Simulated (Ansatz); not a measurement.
# SnCl2: small, medium and large basis sets

One table from this session's results is given with a row withheld; the runs are named, their logs left out.

Method: one geometry, several basis sets; program: Ansatz 0.2.0, Gaussian basis.

The runs, in order: PBE0-D4/def2-SVP; ωB97M-V/def2-SVP; PBE0-D4/def2-QZVPP; ωB97M-V/def2-QZVPP; the functionals' def2-TZVPP values are taken from earlier runs.

**The relaxed structure**

The geometry comes from an earlier relaxation with PBE0-D4 in a triple-zeta def2 set; it is a stationary point. Sn takes the def2 core potential; no spin-orbit term is included.

SMILES `[Cl][Sn][Cl]`, 3 atoms, charge 0, spin multiplicity 1.

Atoms are counted from 1 here; the program's logs count them from 0.

Bond lengths: Cl1–Sn2 2.363 Å, Sn2–Cl3 2.363 Å. Angles: Cl1–Sn2–Cl3 98.4°.

As a file:

```mol
Cl2Sn
  3D, bonds by distance, orders not assigned

  3  2  0  0  0  0  0  0  0  0999 V2000
    1.1542    1.2207    0.7560 Cl  0  0
   -0.7969    0.5189   -0.3766 Sn  0  0
   -0.3682   -1.8045   -0.3926 Cl  0  0
  1  2  8  0
  2  3  8  0
M  END
```

The first run:

File in.yaml:

```yaml
crystal:
  periodic: [false, false, false]
  atoms:
    - {symbol: Cl, position_ang: [1.154226, 1.220736, 0.755987]}
    - {symbol: Sn, position_ang: [-0.796938, 0.518937, -0.376553]}
    - {symbol: Cl, position_ang: [-0.368188, -1.804473, -0.392634]}
basis:
  gaussian: {orbitals: def2-SVP}
hamiltonian: {xc: pbe0, dispersion: d4}
output: {orbitals: {seedname: orbitals}}
```

Steps of the session up to this table: PBE0-D4 in def2-SVP; ωB97M-V in def2-SVP; PBE0-D4 in def2-QZVPP; ωB97M-V in def2-QZVPP.

One table of the session follows, with a row left open; its other results are not shown here.

It belongs to the step «Density functionals: the series». 

| functional | basis | HOMO (eV) | LUMO (eV) |
| --- | --- | --- | --- |
| PBE0-D4 | def2-SVP | -7.85 | -2.99 |
| PBE0-D4 | def2-TZVPP | -8.03 | -3.12 |
| PBE0-D4 | def2-QZVPP | -8.06 | -3.14 |
| ωB97M-V | def2-SVP | -9.81 | -1.15 |
| ωB97M-V | def2-TZVPP | ? | ? |
| ωB97M-V | def2-QZVPP | -10.10 | -1.39 |

Q: Estimate the row for ωB97M-V, def2-TZVPP from the others.

**Answer.** HOMO (eV): -10.06; LUMO (eV): -1.34. In the column «HOMO (eV)» it lies between ωB97M-V, def2-QZVPP (-10.10) and ωB97M-V, def2-SVP (-9.81).
